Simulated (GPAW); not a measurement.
The system is TaTe.

```
Ta Te
1.0
     3.42009    0.00000    0.00000
     0.00000    3.42009    0.00000
     0.00000    0.00000    3.42009
Ta Te
1 1
Direct
  0.50000 0.50000 0.50000
  0.00000 0.00000 0.00000
```

The cell was built by a generator and needn't be a form met in nature.

Base run:

| Property | Result |
| --- | --- |
| Program | GPAW 26.7.0 |
| Functional | PBEsol |
| Potentials or basis | PAW data sets generated in the run's folder for this functional |
| Cutoff | 600 eV |
| Basis | pw |
| k mesh | 8 × 8 × 8 |
| Occupations | fermi-dirac, width 0.05 eV |
| Spin | no spin polarisation |
| Hubbard terms | Ta d U = 1 eV |

Its results: band gap on the k mesh none (metal or under the smearing width); pressure -4.7 GPa.

Question: The run is repeated on the same cell with these changes: hubbard terms from Ta d U = 1 eV to Ta d U = 2 eV. What comes out?

Answer: Band gap on the k mesh none (metal or under the smearing width); pressure -3.4 GPa.

Caveats: U without spin polarisation on a metal has little footing; the U is typed as a test and isn't derived for this compound.

Not every run made on this cell is shown here.
